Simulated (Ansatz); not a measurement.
# GaPNH+ (quartet): wave-function methods side by side, cc-pVDZ

An exercise on one series of results from a longer session: the logs are not shown, and one member is left open.

Method: cc-pVDZ, core rule «outside noble gas», up to 20 orbitals frozen; program: Ansatz 0.2.0, Gaussian basis.

Plan: UHF; CCSD(T) on ROHF; CCSD(T) on UHF; BCCD(T) on ROHF; CISD as a restricted active space (open shells left free, so some higher excitations enter); CCSDT(Q) on ROHF; CCSDT(Q) on UHF.

35 further runs of the same task are left out: 8 for a known fault of the program, 9 that didn't finish, 18 set aside as unsound or not needed. Runs told in other sessions of the task aren't counted.

### What is computed

The geometry is a PBE0/def2-TZVP stationary point (not a proven minimum) of the parent state, kept for this charge and spin. No spin-orbit coupling is included. The filled d shell of Ga may be among the frozen orbitals whatever the setting's name suggests.

4 atoms, charge 1, spin multiplicity 4.

Atoms are counted from 1 here; the program's logs count them from 0.

Bond lengths: Ga1–N3 1.927 Å, P2–N3 1.679 Å, N3–H4 1.015 Å. Angles: Ga1–N3–P2 122.2°, Ga1–N3–H4 121.1°, P2–N3–H4 116.7°.

Set-up of the first run:

File in.yaml:

```yaml
crystal:
  periodic: [false, false, false]
  atoms:
    - {symbol: Ga, position_ang: [0.000000, 0.068058, 1.074262]}
    - {symbol: P, position_ang: [0.000000, 0.224776, -2.080757]}
    - {symbol: N, position_ang: [0.000000, -0.712125, -0.687525]}
    - {symbol: H, position_ang: [0.000000, -1.719206, -0.815467]}
basis:
  gaussian: {orbitals: cc-pVDZ}
total_charge: 1
magnetization: {spin_polarized: true, initial_magnetization: 3}
hamiltonian: {xc: hf}
output: {orbitals: {seedname: orbitals}}
```

Command:

```console
ansatz run in.yaml --threads 1 --pin off --events-out ev --progress --plain --max-ram 2393MiB
```

Steps of the session up to this table: UHF; CCSD(T) on ROHF; CCSD(T) on UHF; BCCD(T) on ROHF; CISD as a restricted active space (open shells left free, so some higher excitations enter); CCSDT(Q) on ROHF; CCSDT(Q) on UHF.

One table of the session follows, with a row left open; its other results are not shown here.

It belongs to the step «Misses and costs». 

| method | from UCCSDT(Q) (kJ/mol) |
| --- | --- |
| ROHF | +846.4 |
| UHF | +820.8 |
| RMP2 | +105.6 |
| UMP2 | +113.3 |
| RCCSD | +40.9 |
| UCCSD | +39.0 |
| RCCSD(T) | +8.6 |
| UCCSD(T) | +8.3 |
| BCCD(T) | +9.1 |
| RCCSDT | +5.2 |
| UCCSDT | +4.2 |
| RCCSDT(Q) | ? |
| UCCSDT(Q) | 0 |

**Question.** Estimate the row for RCCSDT(Q).

As computed: from UCCSDT(Q) (kJ/mol): +1.8. In the column «from UCCSDT(Q) (kJ/mol)» it lies between UCCSDT(Q) (0) and UCCSDT (+4.2).

Not comparable, so not listed: CISD as a restricted active space (open shells left free, so some higher excitations enter) (they don't share determinant, frozen orbitals or solution with the rows shown, or repeat one).

Limits of these values: Restricted and unrestricted rows rest on different reference determinants; a gap between their highest levels can come from leftover correlation error, from unlike frozen cores or from another state.
